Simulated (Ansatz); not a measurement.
# CH6Si: the cost of one run

Program: Ansatz 0.2.0, Gaussian basis. Level of theory: PBE0-D4/def2-TZVP structures, single points in def2-TZVPP, no counterpoise correction. These are calculated values, not measurements.

Levels: SPW92, PBE-D4, BLYP-D4, r2SCAN-D4, B97M-V, PBE0-D4, B3LYP-D4, r2SCAN0-D4, BHLYP-D4, CAM-B3LYP-D4, wB97X-V, wB97M-V, B2PLYP, PBE-QIDH, RPA on PBE, Hartree-Fock, MP2, CCSD, CCSD(T).

Cores are frozen in the correlated methods. B3LYP uses VWN-RPA correlation. B2PLYP carries no dispersion term here.

114 further runs of the same task are left out: 1 that didn't finish, 113 set aside as unsound or not needed. Runs told in other sessions of the task aren't counted.

## 1. Starting geometry

The complex: 15 atoms, charge 0, spin multiplicity 1.

Atoms are counted from 1 here; the program's logs count them from 0.

Bond lengths: Si1–C2 1.864 Å, Si1–H3 1.490 Å, Si1–H4 1.487 Å, Si1–H5 1.492 Å, C2–H10 1.091 Å, C2–H11 1.093 Å, C2–H12 1.092 Å, H6–N7 1.012 Å, N7–H13 1.013 Å, N7–H14 1.013 Å, H8–O9 0.979 Å, O9–H15 0.959 Å. Angles: C2–Si1–H3 111.6°, C2–Si1–H4 112.5°, C2–Si1–H5 110.6°, H3–Si1–H4 108.4°, H3–Si1–H5 106.4°, H4–Si1–H5 107.1°, Si1–C2–H10 108.9°, Si1–C2–H11 110.7°, Si1–C2–H12 110.8°, H10–C2–H11 109.1°, H10–C2–H12 109.2°, H11–C2–H12 108.1°, H6–N7–H13 107.5°, H6–N7–H14 107.6°, H13–N7–H14 107.6°, H8–O9–H15 105.4°.

Geometry (Å):

```mol
CH11NOSi
  3D, bonds by distance, orders not assigned

 15 12  0  0  0  0  0  0  0  0999 V2000
   -0.8469   -0.5762   -1.3990 Si  0  0
    0.2911   -2.0301   -1.1398 C   0  0
   -0.1245    0.7195   -1.2559 H   0  0
   -1.9963   -0.5786   -0.4548 H   0  0
   -1.4139   -0.5914   -2.7795 H   0  0
    0.0771    3.0955    1.6957 H   0  0
    0.6301    2.3608    1.2723 N   0  0
    0.2923    0.5483    1.6932 H   0  0
    0.1653   -0.4198    1.7687 O   0  0
    0.6951   -1.9861   -0.1271 H   0  0
   -0.2483   -2.9714   -1.2684 H   0  0
    1.1148   -2.0113   -1.8571 H   0  0
    1.6054    2.5849    1.4274 H   0  0
    0.4651    2.3893    0.2728 H   0  0
   -0.7065   -0.5333    2.1513 H   0  0
  1  2  8  0
  1  3  8  0
  1  4  8  0
  1  5  8  0
  2 10  8  0
  2 11  8  0
  2 12  8  0
  6  7  8  0
  7 13  8  0
  7 14  8  0
  8  9  8  0
  9 15  8  0
M  END
```

Its parts: CH6Si holds atoms 1, 2, 3, 4, 5, 10, 11, 12; NH3 holds atoms 6, 7, 13, 14; H2O holds atoms 8, 9, 15. Each part counts its atoms afresh in its own runs.

## 2. Relaxing CH6Si alone

Input file relax-a/in.yaml:

```yaml
crystal:
  periodic: [false, false, false]
  atoms:
    - {symbol: Si, position_ang: [-0.846910, -0.576226, -1.399012]}
    - {symbol: C, position_ang: [0.291103, -2.030100, -1.139765]}
    - {symbol: H, position_ang: [-0.124461, 0.719461, -1.255869]}
    - {symbol: H, position_ang: [-1.996263, -0.578608, -0.454848]}
    - {symbol: H, position_ang: [-1.413881, -0.591364, -2.779544]}
    - {symbol: H, position_ang: [0.695130, -1.986130, -0.127094]}
    - {symbol: H, position_ang: [-0.248322, -2.971412, -1.268355]}
    - {symbol: H, position_ang: [1.114817, -2.011276, -1.857056]}
basis:
  gaussian: {orbitals: def2-TZVP}
hamiltonian: {xc: pbe0, dispersion: d4}
relax: {f_tol: 0.005, max_steps: 200}
```

Run with:

```sh
ansatz run in.yaml --threads 8 --pin off --events-out ev --progress --plain --max-ram 19148MiB
```

**Question.** How long does this run take on 8 threads of Arm Neoverse V2, shared host?

About 1.6 s.
